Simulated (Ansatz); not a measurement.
# Ba2N: further runs on the relaxed cell

One table from this session's results is given with a row withheld; the runs are named, their logs left out.

Method: DFT r2SCAN, scalar-relativistic, plane waves, PAW, in Ansatz 0.2.0.

**Starting point**

It takes space group R-3m (No. 166, trigonal). The conventional cell has a = 4.012 Å, b = 4.012 Å, c = 22.964 Å, α = 90.00°, β = 90.00°, γ = 120.00°. Ba (site symmetry 3m) is surrounded by 3 N at 2.75 Å. Around N (site symmetry -3m) lie 6 Ba at 2.75 Å.

Coordinates:

```xyz
3
Lattice="2.0060 1.1582 7.6548 -2.0060 1.1582 7.6548 0.0000 -2.3163 7.6548" Properties=species:S:1:pos:R:3 pbc="T T T"
Ba    0.0000    0.0000    6.1666
Ba    0.0000    0.0000   16.7979
N     0.0000    0.0000    0.0000
```

This cell was relaxed beforehand with the same method: volume 35.57 Å³/atom, gap on the mesh none (metal).

Set-up of the first run:

The input, input.yaml:

```yaml
crystal:
  lattice:
    - [1.9857280962, 1.1464606509, 7.5775061694]
    - [-1.9857280962, 1.1464606509, 7.5775061694]
    - [0.0, -2.2929213018, 7.5775061694]
  atoms:
    - { symbol: Ba, position: [0.2685276096, 0.2685276096, 0.2685276096] }
    - { symbol: Ba, position: [0.7314723904, 0.7314723904, 0.7314723904] }
    - { symbol: "N", position: [0.0, 0.0, 0.0] }
basis:
  ecutwfc: 500
kpoints:
  mp_grid: { grid: [12, 12, 12] }
hamiltonian:
  xc: r2scan
scf:
  occupations: { method: gaussian, width: 0.1 }
output:
  forces: true
  stress: true
  eigenvalues: true
relax:
  adjacent_minimum: "off"
  f_tol: 0.01
  max_steps: 30
  cell: { stress_tol: 0.1, fix: [volume] }
```

On the command line:

```console
$ ansatz run input.yaml --threads 2 --pin off --max-ram 5120MiB --backend cpu --events-out ev --progress --plain --runs-dir out
```

Steps of the session up to this table: Point at V/V0 = 0.97; Point at V/V0 = 1.03; The cell scaled to 0.94 of its volume; The cell scaled to 1.06 of its volume.

One table of the session follows, with a row left open; its other results are not shown here.

It belongs to the step «Fit of the equation of state». 

```
volume (Å³/atom)  energy above the lowest point (meV/atom)  pressure (GPa)
          33.434                                       8.6            1.34
          34.501                                         ?               ?
          35.568                                       0.0           -0.02
          36.635                                       1.9           -0.57
          37.702                                       7.3           -1.04
```

**Question.** Estimate the row for volume (Å³/atom) = 34.501.

Worked estimate for «energy above the lowest point (meV/atom)». A straight line through the neighbours (33.434, 8.6) and (35.568, 0.0) gives 8.6 + (0.0 − 8.6) × (34.501 − 33.434) / (35.568 − 33.434) = 4.3; a parabola fitted to 3 rows on both sides gives 2.2.

**Answer.** energy above the lowest point (meV/atom): 2.0; pressure (GPa): 0.62. In «energy above the lowest point (meV/atom)» the line misses by +2.3 and the parabola by +0.2.

Caveats from the session: The final runs have no spin polarisation, so no magnetic state was tried and one may lie lower.
